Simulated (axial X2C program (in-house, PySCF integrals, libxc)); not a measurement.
**InH: bond curves with and without spin–orbit coupling**

What are the state, bond length, wavenumber and bond energy of InH, and what does spin–orbit coupling change?

Computed with an in-house X2C program for linear molecules on PySCF integrals. Level: all-electron X2C, In dyall-cv3z, H dyall-v3z.

All values are calculated.

## (1) Input

task.json reads:

```json
{
 "zs": [
  49,
  1
 ],
 "q": 0,
 "bas": [
  "dyall-cv3z",
  "dyall-v3z"
 ],
 "levels": [
  "PBE0",
  "HF",
  "r2SCAN"
 ],
 "cc": true,
 "r0": 1.74,
 "thr": -2.0,
 "nmax": 110,
 "npts": 10,
 "nst": 2,
 "ntry": 8
}
```

Keys: zs atomic numbers; q charge; bas basis sets; levels methods (HF also brings MP2); cc coupled cluster on or off; r0 starting distance in Å; thr threshold in hartree for freezing inner shells (an s shell follows its p shell); nmax most natural virtual spinors; npts points asked for on the curve; nst determinants followed; ntry starts of the search.

Started as:

```bash
$ python so2c.py task.json out
```

Spin-free means the one-electron spin-free X2C Hamiltonian; two-component (2c) means X2C with spin–orbit coupling and atomic mean-field two-electron Coulomb and Gaunt terms. Basis: In dyall-cv3z contracted to [11s12p9d4f1g], H dyall-v3z contracted to [6s2p1d]; Gaussian nuclei, density fitting. Masses: In 114.904 u, H 1.008 u.

Notation: σ, π±, δ± give the projection m of an orbital's angular momentum (0, ±1, ±2), α and β its spin, Λ and M_S the sums; ω is the projection of a spinor's total angular momentum and Ω the sum. Logs are in hartree.

The results follow Hamiltonian by Hamiltonian and level by level.

## (2) Which state to follow

PBE0 moves the distance from 1.740 Å to 1.851 Å and compares determinants there.

Spin-free determinants:

```csv
ΔE (eV),state,open shells
0.00,"M_S = 0, Λ = 0",closed shell
2.03,"M_S = 1, Λ = 1","beyond closed shells: σα, π+α"
2.33,"M_S = 0, Λ = 1","beyond closed shells: σα, π+β"
4.66,"M_S = 1, Λ = 0",beyond closed shells: 2 × σα
5.49,"M_S = 1, Λ = 0","beyond closed shells: π+α, π-α"
```

Two-component determinants:

| ΔE (eV) | state | open shells |
| --- | --- | --- |
| 0.00 | Ω = 0 | closed shell |
| 2.14 | Ω = 2 | excess of +ω over −ω: ω = 1/2, ω = 3/2 |
| 2.24 | Ω = 1 | excess of +ω over −ω: 2 × ω = 1/2 |
| 2.43 | Ω = 1 | excess of +ω over −ω: ω = -1/2, ω = 3/2 |

## (3) PBE0, spin-free

State followed: M_S = 0, Λ = 0 (closed shell). The scan is laid around 1.851 Å, a first estimate of the minimum, and this SCF restarts from the orbitals of the search.

The SCF at the reference distance of 1.851 Å:

```text
spin-free X2C-1e  PBE0
basis functions 146  fitting functions 745  grid points 5071
iter        total energy     max residual
   1      -5881.260117675     1.12e-05
   2      -5881.260117675     1.12e-05
converged
one-electron -8122.78415622  Coulomb 2388.85244078  exact exchange -39.73623332  xc functional -121.60064181  nuclear repulsion 14.00847290
```

Along the bond, energies from the lowest point:

```
R (Å)  E (eV)  μ (D)  HOMO (eV)  LUMO (eV)  iterations
1.610  0.3104   0.30      -5.55      -1.71           9
1.684  0.1332  -0.03      -5.61      -1.72           8
1.740  0.0544  -0.29      -5.65      -1.73           8
1.796  0.0123  -0.55      -5.68      -1.74           8
1.851  0.0000  -0.80      -5.71      -1.75           2
1.916  0.0159  -1.11      -5.73      -1.78           8
1.981  0.0574  -1.41      -5.73      -1.80           8
2.064  0.1392  -1.80      -5.72      -1.84           8
2.166  0.2702  -2.27      -5.69      -1.88           8
2.314  0.4977  -2.94      -5.60      -1.96           8
```

Dipoles are positive if H is the positive end.

Outer orbitals at the reference distance:

```tsv
symmetry	occupied	ε (eV)	atomic character
δ-α	yes	-21.11	100% In d
δ+α	yes	-21.11	100% In d
σα	yes	-20.86	99% In d
π-α	yes	-20.84	100% In d
π+α	yes	-20.84	100% In d
σα	yes	-10.10	62% In s, 33% H s, 2% H p
σα	yes	-5.71	45% In p, 28% H s, 22% In s
π+α	no	-1.75	98% In p
π-α	no	-1.75	98% In p
σα	no	0.98	50% In p, 20% In d, 13% H s
σα	no	1.63	67% In s, 13% H s, 11% In p
```

PBE0 fields in the half plane through the axis: z from -2.4 to 4.2 Å across, distance from the axis 0.15 to 2.25 Å upwards; In lies at z = 0 and H at z = 1.851 Å; the ELF is damped to zero where the density is low.

log10 density (e/bohr³). Ten even steps from ' ' (-5.11 ) to '@' (1.81 ):
```
..::::::::::----::::::::::::::::........      
::::::------------------::::::::::::......    
::::--------========--------------::::::....  
::------====================--------::::::....
::----======++++++++++============----::::....
----======++++******++++++++++======----::::..
----====++++**######**++++++++++++==----::::..
----====++**##%%@@%%##**++******++====--::::..
```

ELF. Ten even steps from '0' (0.00 ) to '9' (1.00 ):
```
00134442100000000000000
02577754210000121000000
25888754211002477520000
58998643221125899972000
79997532221248999996100
89986323442259999998300
99985347774159999999500
99985363736259999999610
```

Re = 1.849 Å, ωe = 1462 cm⁻¹, ωexe = 22.6 cm⁻¹, Be = 4.933 cm⁻¹, De = 2.63 eV, μ = -0.80 D.

## (4) HF, spin-free

Output at 1.851 Å:

```text
spin-free X2C-1e  HF
basis functions 146  fitting functions 745  grid points 5071
iter        total energy     max residual
   1      -5878.868175840     2.37e-01
   2      -5878.888215447     5.60e-03
   3      -5878.888926930     1.58e-03
   4      -5878.888999628     5.55e-04
   5      -5878.889006791     1.73e-04
   6      -5878.889008155     2.30e-05
   7      -5878.889008220     1.17e-05
   8      -5878.889008233     2.35e-06
   9      -5878.889008233     6.27e-07
converged
one-electron -8122.14323050  Coulomb 2388.27138784  exact exchange -159.02563847  xc functional 0.00000000  nuclear repulsion 14.00847290
```

Re = 1.844 Å, ωe = 1524 cm⁻¹, ωexe = 22.7 cm⁻¹, Be = 4.961 cm⁻¹, De = 1.84 eV, μ = -0.54 D.

## (5) r2SCAN, spin-free

The SCF at the reference distance of 1.851 Å:

```text
spin-free X2C-1e  r2SCAN
basis functions 146  fitting functions 745  grid points 5071
iter        total energy     max residual
   1      -5881.608582989     1.64e-01
   2      -5881.610617926     3.81e-03
   3      -5881.610579547     4.58e-03
   4      -5881.610680502     1.24e-04
   5      -5881.610680661     4.22e-05
   6      -5881.610680687     9.61e-06
   7      -5881.610680689     3.40e-06
converged
one-electron -8122.53500672  Coulomb 2388.60651467  exact exchange 0.00000000  xc functional -161.69066153  nuclear repulsion 14.00847290
```

Re = 1.848 Å, ωe = 1462 cm⁻¹, ωexe = 23.2 cm⁻¹, Be = 4.941 cm⁻¹, De = 2.69 eV, μ = -0.79 D.

## (6) MP2 and beyond, spin-free

Correlated methods: 14 electrons correlated (frozen shells, counted by type: In 4 s, 3 p, 1 d; H none), 192 virtual spinors in MP2, 108 natural virtuals in coupled cluster.

Output of the correlated part at 1.851 Å:

```text
correlated 14  virtual 192  natural virtual 108  E(MP2) -0.505009935  MP2 remainder -0.013862535
iter   CCSD correlation   residual
   1     -0.454715538   1.25e-01
   2     -0.466763511   4.39e-02
   3     -0.467647038   1.66e-02
   4     -0.467634616   3.50e-03
   5     -0.467676748   8.15e-04
   6     -0.467672094   2.69e-04
   7     -0.467671841   7.39e-05
   8     -0.467672742   2.04e-05
   9     -0.467672370   5.62e-06
  10     -0.467672471   1.34e-06
  11     -0.467672450   3.76e-07
  12     -0.467672459   1.00e-07
(T) -0.014676697  T1 0.0217  D1 0.0537  max T2 0.088
```

T1 in the output is the amplitude norm over the root of the electron number; divide by √2 for the Lee–Taylor value.

MP2: Re = 1.825 Å, ωe = 1515 cm⁻¹, Be = 5.068 cm⁻¹, De = 2.51 eV.

CCSD: Re = 1.840 Å, ωe = 1475 cm⁻¹, ωexe = 24 cm⁻¹, Be = 4.984 cm⁻¹, De = 2.74 eV. T1 at Re = 0.015 (Lee–Taylor, the printed value over √2).

CCSD(T): Re = 1.842 Å, ωe = 1461 cm⁻¹, ωexe = 24.3 cm⁻¹, Be = 4.975 cm⁻¹, De = 2.75 eV. T1 at Re = 0.015 (Lee–Taylor, the printed value over √2).

## (7) A higher determinant, spin-free

State: M_S = 1, Λ = 1 (beyond closed shells: σα, π+α).

Output at the reference distance:

```text
spin-free X2C-1e  PBE0
basis functions 146  fitting functions 745  grid points 5071
iter        total energy     max residual
   1      -5881.185600668     1.21e-05
   2      -5881.185600673     8.11e-06
   3      -5881.185600675     4.23e-06
converged
one-electron -8121.87716836  Coulomb 2387.98228239  exact exchange -39.73146258  xc functional -121.56772502  nuclear repulsion 14.00847290
```

```
R (Å)  E above the lowest PBE0 point (eV)
1.610                               2.145
1.684                               2.043
1.740                               2.012
1.796                               2.009
1.851                               2.028
1.916                               2.068
1.981                               2.121
2.064                               2.197
2.166                               2.290
```

Re = 1.773 Å, ωe = 1455 cm⁻¹, ωexe = 68.3 cm⁻¹, Be = 5.369 cm⁻¹, μ = -0.36 D. Te = 2.01 eV. As a difference of two determinants it need not be a gap between pure terms.

## (8) The spin-free curves together

Energy (eV) of the followed determinant, spin-free, from each level's lowest point:

```
R (Å)   PBE0     HF    MP2   CCSD  CCSD(T)  r2SCAN
1.610  0.310  0.320  0.257    n/a      n/a   0.306
1.684  0.133  0.135  0.097  0.119    0.120   0.131
1.740  0.054  0.053  0.031  0.045    0.046   0.053
1.796  0.012  0.011  0.001  0.008    0.009   0.012
1.851  0.000  0.000  0.000  0.000    0.000   0.000
1.916  0.016  0.020  0.028  0.020    0.019   0.017
1.981  0.057  0.067  0.082  0.066    0.063   0.059
2.064  0.139  0.158  0.177  0.151    0.146   0.141
2.166  0.270  0.302  0.324    n/a      n/a   0.272
2.314  0.498  0.550  0.571    n/a      n/a   0.499
```

## (9) PBE0, 2c

State followed: Ω = 0 (closed shell). The scan is laid around 1.851 Å, a first estimate of the minimum, and this SCF restarts from the orbitals of the search.

The SCF at the reference distance of 1.851 Å:

```text
two-component X2C + atomic mean field  PBE0
basis functions 146  fitting functions 745  grid points 5071
iter        total energy     max residual
   1      -5878.790303997     4.98e-06
   2      -5878.790304001     5.08e-06
   3      -5878.790304001     1.06e-06
converged
one-electron -8115.78953846  Coulomb 2387.50961622  exact exchange -39.71224291  xc functional -121.53053475  nuclear repulsion 14.00847290  atomic mean-field constant -3.27607700
```

Along the bond, energies from the lowest point:

```
R (Å)  E (eV)  μ (D)  HOMO (eV)  LUMO (eV)  iterations
1.610  0.3080   0.31      -5.56      -1.79           9
1.684  0.1318  -0.02      -5.62      -1.79           8
1.740  0.0535  -0.28      -5.66      -1.81           8
1.796  0.0119  -0.53      -5.69      -1.82           8
1.851  0.0000  -0.79      -5.71      -1.84           3
1.916  0.0162  -1.10      -5.73      -1.86           8
1.981  0.0581  -1.40      -5.74      -1.88           8
2.064  0.1402  -1.79      -5.73      -1.92           8
2.166  0.2713  -2.26      -5.70      -1.97           8
2.314  0.4991  -2.92      -5.61      -2.05           8
```

Dipoles are positive if H is the positive end.

Outer spinors at the reference distance:

```json
{"ω": "3/2", "occupied": "yes", "ε (eV)": "-21.57", "atomic character": "100% In d", "λ mixture": "88% δ, 12% π"}
{"ω": "1/2", "occupied": "yes", "ε (eV)": "-21.35", "atomic character": "99% In d", "λ mixture": "59% π, 41% σ"}
{"ω": "5/2", "occupied": "yes", "ε (eV)": "-20.78", "atomic character": "100% In d", "λ mixture": "100% δ"}
{"ω": "3/2", "occupied": "yes", "ε (eV)": "-20.55", "atomic character": "100% In d", "λ mixture": "88% π, 12% δ"}
{"ω": "1/2", "occupied": "yes", "ε (eV)": "-20.52", "atomic character": "99% In d", "λ mixture": "59% σ, 41% π"}
{"ω": "1/2", "occupied": "yes", "ε (eV)": "-10.10", "atomic character": "62% In s, 33% H s, 2% H p", "λ mixture": "100% σ"}
{"ω": "1/2", "occupied": "yes", "ε (eV)": "-5.71", "atomic character": "46% In p, 27% H s, 22% In s", "λ mixture": "100% σ"}
{"ω": "1/2", "occupied": "no", "ε (eV)": "-1.84", "atomic character": "98% In p", "λ mixture": "100% π"}
{"ω": "3/2", "occupied": "no", "ε (eV)": "-1.66", "atomic character": "98% In p", "λ mixture": "100% π"}
{"ω": "1/2", "occupied": "no", "ε (eV)": "0.98", "atomic character": "50% In p, 20% In d, 13% H s", "λ mixture": "100% σ"}
{"ω": "1/2", "occupied": "no", "ε (eV)": "1.63", "atomic character": "67% In s, 13% H s, 11% In p", "λ mixture": "100% σ"}
```

PBE0 fields in the half plane through the axis: z from -2.4 to 4.2 Å across, distance from the axis 0.15 to 2.25 Å upwards; In lies at z = 0 and H at z = 1.851 Å; the ELF is damped to zero where the density is low.

log10 density (e/bohr³). Ten even steps from '0' (-5.11 ) to '9' (1.81 ):
```
12222233222222221111000
22233333333322222211100
22333344443333333222110
23334444444444333322211
23344455555444444332211
33444556665555544433221
33445567776555555433221
33445678987656665443221
```

ELF. Ten even steps from '0' (0.00 ) to '9' (1.00 ):
```
00134442100000000000000
02577754210000121000000
25888754211002467520000
58998643221125899962000
79997532221248999996100
89986323442259999998300
99985347774259999999500
99985363736259999999610
```

Re = 1.849 Å, ωe = 1462 cm⁻¹, ωexe = 22.6 cm⁻¹, Be = 4.937 cm⁻¹, De = 2.54 eV, μ = -0.78 D.

## (10) HF, 2c

Output at 1.851 Å:

```text
two-component X2C + atomic mean field  HF
basis functions 146  fitting functions 745  grid points 5071
iter        total energy     max residual
   1      -5876.396497995     2.37e-01
   2      -5876.416547748     5.62e-03
   3      -5876.417262966     1.59e-03
   4      -5876.417336997     5.67e-04
   5      -5876.417344628     1.73e-04
   6      -5876.417346282     3.30e-05
   7      -5876.417346440     2.18e-05
   8      -5876.417346519     1.11e-05
   9      -5876.417346543     6.02e-06
  10      -5876.417346552     1.49e-06
  11      -5876.417346552     1.92e-07
converged
one-electron -8115.14315713  Coulomb 2386.92298112  exact exchange -158.92956644  xc functional 0.00000000  nuclear repulsion 14.00847290  atomic mean-field constant -3.27607700
```

Re = 1.844 Å, ωe = 1524 cm⁻¹, ωexe = 22.8 cm⁻¹, Be = 4.965 cm⁻¹, De = 1.66 eV, μ = -0.53 D.

## (11) r2SCAN, 2c

Output at 1.851 Å:

```text
two-component X2C + atomic mean field  r2SCAN
basis functions 146  fitting functions 745  grid points 5071
iter        total energy     max residual
   1      -5879.134039221     1.67e-01
   2      -5879.136119442     3.85e-03
   3      -5879.136080291     4.63e-03
   4      -5879.136183030     1.23e-04
   5      -5879.136183187     4.48e-05
   6      -5879.136183216     9.33e-06
   7      -5879.136183217     3.41e-06
converged
one-electron -8115.53697169  Coulomb 2387.26023621  exact exchange 0.00000000  xc functional -161.59184364  nuclear repulsion 14.00847290  atomic mean-field constant -3.27607700
```

Re = 1.847 Å, ωe = 1462 cm⁻¹, ωexe = 23.2 cm⁻¹, Be = 4.944 cm⁻¹, De = 2.73 eV, μ = -0.77 D.

## (12) Correlated methods, 2c

Correlated methods: 14 electrons correlated (frozen shells, counted by type: In 4 s, 3 p, 1 d; H none), 192 virtual spinors in MP2, 110 natural virtuals in coupled cluster.

Output of the correlated part at 1.851 Å:

```text
correlated 14  virtual 192  natural virtual 110  E(MP2) -0.504928345  MP2 remainder -0.012957941
iter   CCSD correlation   residual
   1     -0.455402928   1.24e-01
   2     -0.467433229   4.38e-02
   3     -0.468326738   1.67e-02
   4     -0.468313176   3.55e-03
   5     -0.468355786   8.76e-04
   6     -0.468350737   3.21e-04
   7     -0.468350530   1.17e-04
   8     -0.468351842   5.53e-05
   9     -0.468351002   2.95e-05
  10     -0.468351178   1.42e-05
  11     -0.468351130   5.01e-06
  12     -0.468351218   1.97e-06
  13     -0.468351219   7.21e-07
(T) -0.014783869  T1 0.0217  D1 0.0536  max T2 0.087
```

MP2: Re = 1.824 Å, ωe = 1514 cm⁻¹, Be = 5.071 cm⁻¹, De = 2.37 eV.

CCSD: Re = 1.839 Å, ωe = 1478 cm⁻¹, ωexe = 28 cm⁻¹, Be = 4.989 cm⁻¹, De = 2.57 eV. T1 at Re = 0.015 (Lee–Taylor, the printed value over √2).

CCSD(T): Re = 1.841 Å, ωe = 1466 cm⁻¹, ωexe = 28.1 cm⁻¹, Be = 4.979 cm⁻¹, De = 2.58 eV. T1 at Re = 0.015 (Lee–Taylor, the printed value over √2).

## (13) A higher determinant, 2c

State: Ω = 2 (excess of +ω over −ω: ω = 1/2, ω = 3/2).

Output at the reference distance:

```text
two-component X2C + atomic mean field  PBE0
basis functions 146  fitting functions 745  grid points 5071
iter        total energy     max residual
   1      -5878.711814652     1.34e-05
   2      -5878.711814662     1.26e-05
   3      -5878.711814666     4.26e-06
   4      -5878.711814667     2.10e-06
converged
one-electron -8114.74093864  Coulomb 2386.49913466  exact exchange -39.70688583  xc functional -121.49552076  nuclear repulsion 14.00847290  atomic mean-field constant -3.27607700
```

```
R (Å)  E above the lowest PBE0 point (eV)
1.610                               2.254
1.684                               2.152
1.740                               2.120
1.796                               2.117
1.851                               2.136
1.916                               2.176
1.981                               2.228
2.064                               2.304
2.166                               2.396
```

Re = 1.773 Å, ωe = 1452 cm⁻¹, ωexe = 68.9 cm⁻¹, Be = 5.365 cm⁻¹, μ = -0.34 D. Te = 2.12 eV. As a difference of two determinants it need not be a gap between pure terms.

## (14) The 2c curves together

Energy (eV) of the followed determinant, 2c, from each level's lowest point:

```
R (Å)   PBE0     HF    MP2   CCSD  CCSD(T)  r2SCAN
1.610  0.308  0.317  0.255    n/a      n/a   0.305
1.684  0.132  0.133  0.096  0.118    0.120   0.130
1.740  0.054  0.052  0.030  0.045    0.046   0.052
1.796  0.012  0.010  0.001  0.007    0.008   0.011
1.851  0.000  0.000  0.000  0.000    0.000   0.000
1.916  0.016  0.020  0.029  0.021    0.020   0.017
1.981  0.058  0.067  0.082  0.066    0.064   0.059
2.064  0.140  0.159  0.178  0.152    0.147   0.141
2.166  0.271  0.303  0.324    n/a      n/a   0.272
2.314  0.499  0.552  0.572    n/a      n/a   0.499
```

The whole job took 2.8 min on 1 thread of Arm Neoverse V2, shared host; peak memory 1.2 GiB.

## (15) Results

Lowest determinant that the search found at its distance, spin-free: M_S = 0, Λ = 0 (closed shell).

Lowest determinant that the search found at its distance, 2c: Ω = 0 (closed shell).

| Hamiltonian | level | Re (Å) | ωe (cm⁻¹) | De (eV) | μ (D) |
| --- | --- | --- | --- | --- | --- |
| spin-free | PBE0 | 1.849 | 1462 | 2.63 | -0.80 |
| spin-free | HF | 1.844 | 1524 | 1.84 | -0.54 |
| spin-free | MP2 | 1.825 | 1515 | 2.51 | n/a |
| spin-free | CCSD | 1.840 | 1475 | 2.74 | n/a |
| spin-free | CCSD(T) | 1.842 | 1461 | 2.75 | n/a |
| spin-free | r2SCAN | 1.848 | 1462 | 2.69 | -0.79 |
| 2c | PBE0 | 1.849 | 1462 | 2.54 | -0.78 |
| 2c | HF | 1.844 | 1524 | 1.66 | -0.53 |
| 2c | MP2 | 1.824 | 1514 | 2.37 | n/a |
| 2c | CCSD | 1.839 | 1478 | 2.57 | n/a |
| 2c | CCSD(T) | 1.841 | 1466 | 2.58 | n/a |
| 2c | r2SCAN | 1.847 | 1462 | 2.73 | -0.77 |

Dipoles are positive if H is the positive end.

Time per point (s) on 1 thread of Arm Neoverse V2, shared host (2c runs; CCSD comes with the CCSD(T) run); the times are rough: PBE0 0.18, HF 0.12, MP2 0.29, CCSD(T) 8.2, r2SCAN 0.28.

In words: At CCSD(T), going from spin-free to two-component changes Re by -1 mÅ, ωe by +0.3 %, which is small (part of it comes from the scalar share of the two-electron terms). De moves by -0.16 eV; both De rest on single-determinant atoms, which can miss part of an open shell's spin–orbit lowering.

De refers to In + H, each in the lowest determinant found, which need not be this curve's own limit. Each curve is one determinant whose occupation by symmetry is held fixed; it was picked as the lowest of a PBE0 search that is not exhaustive. Closed shells are restricted here (equal orbitals for both partners), which fails at long range if the bond breaks into open shells. De is counted from the lowest determinant-based energies of the atoms at the same level, without counterpoise correction. CCSD and (T) use frozen natural virtuals with an MP2 correction for the truncation. The meta-GGAs lack a current-density term, which matters for open shells with orbital currents, atoms included.
